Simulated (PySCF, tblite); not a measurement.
# C₄H₈ClNSi: geometry, infrared bands and NMR shifts

Aim: predict the infrared bands and NMR shifts of C₄H₈ClNSi (`C[C@]([SiH3])(Cl)CC#N`).

Programs: tblite 0.8.0 and PySCF 2.14.0, with density-fitted response routines of our own. Each step states its level of theory. These are calculated values for one molecule in the gas phase, unless marked as measured. Atoms are numbered from 0 throughout.

## 1. The starting structure

15 atoms, charge 0, multiplicity 1; geometry from: force field or distance geometry start.

Bonds of the start (Å): C0–C1 1.55, C1–Si2 1.90, C1–Cl3 1.82, C1–C4 1.55, C4–C5 1.46, C5–N6 1.16, C0–H7 1.09, C0–H8 1.10, C0–H9 1.11, Si2–H10 1.47, Si2–H11 1.48, Si2–H12 1.50, C4–H13 1.10, C4–H14 1.11.

## 2. Geometry optimisation with GFN2-xTB

The job: settings as JSON, then the geometry in Å.

```
{"job": {"kind": "relax", "xc": "GFN2-xTB", "basis": "xTB"}, "charge": 0, "multiplicity": 1}
C     -0.791700    -1.317600     0.377400
C     -0.307500    -0.107600    -0.453100
Si    -0.847300     1.563800     0.284100
Cl    -1.146900    -0.186000    -2.070300
C      1.211600    -0.204800    -0.719700
C      2.023800    -0.204800     0.494300
N      2.660200    -0.200600     1.466200
H     -0.501300    -2.257600    -0.084900
H     -0.387100    -1.311300     1.396800
H     -1.897400    -1.320200     0.478900
H     -0.312100     1.720800     1.649000
H     -0.336900     2.672500    -0.558200
H     -2.343600     1.649200     0.370000
H      1.435600    -1.124300    -1.287500
H      1.536000     0.636500    -1.364700
```

The run is started by

```sh
$ OMP_NUM_THREADS=1 python probes_run.py task.json out
```

One launch serves the whole session: the jobs run in the order shown.

**Question.** This job is followed by: GFN2-xTB harmonic vibrations, gas phase; GIAO PBE0/pcSseg-1 NMR shielding, non-relativistic, gas phase. What will the session give for the following? strongest single infrared mode (GFN2-xTB); zero-point energy (GFN2-xTB); ¹³C shifts against TMS (PBE0/pcSseg-1); ¹H shifts against TMS (PBE0/pcSseg-1, means over atoms taken as alike); ²⁹Si shifts against TMS (PBE0/pcSseg-1); ³⁵Cl shifts against HCl (PBE0/pcSseg-1); ¹⁵N shifts against NH3 (PBE0/pcSseg-1).

The runs gave:

| quantity | value |
| --- | --- |
| strongest single infrared mode (GFN2-xTB) | 785 cm⁻¹, 370 km/mol |
| zero-point energy (GFN2-xTB) | 66.1 kcal/mol |
| ¹³C shifts against TMS (PBE0/pcSseg-1) | 121.9, 57.6, 32.9, 30.5 ppm |
| ¹H shifts against TMS (PBE0/pcSseg-1, means over atoms taken as alike) | 4.20, 2.86, 2.72, 1.89 ppm |
| ²⁹Si shifts against TMS (PBE0/pcSseg-1) | -50.3 ppm |
| ³⁵Cl shifts against HCl (PBE0/pcSseg-1) | 241 ppm |
| ¹⁵N shifts against NH3 (PBE0/pcSseg-1) | 306.5 ppm |

Over 57 steps the energy fell by 0.134 eV; of the close pairs, Si2–H12 changed most, 1.501 to 1.459 Å. No mode is imaginary among the 39: a minimum at this level. The strongest single mode, at 785 cm⁻¹, has its largest shares on H11, H10 and H12 (the list is cut at 3 atoms). GFN2-xTB is a fitted tight-binding method: band positions and strengths are rough. Its intensities can rank the bands wrongly. C5 (nitrile carbon) lies farthest downfield among carbon, at 121.9 ppm; C≡N carbons fall here, among the sp2 signals but without a proton.
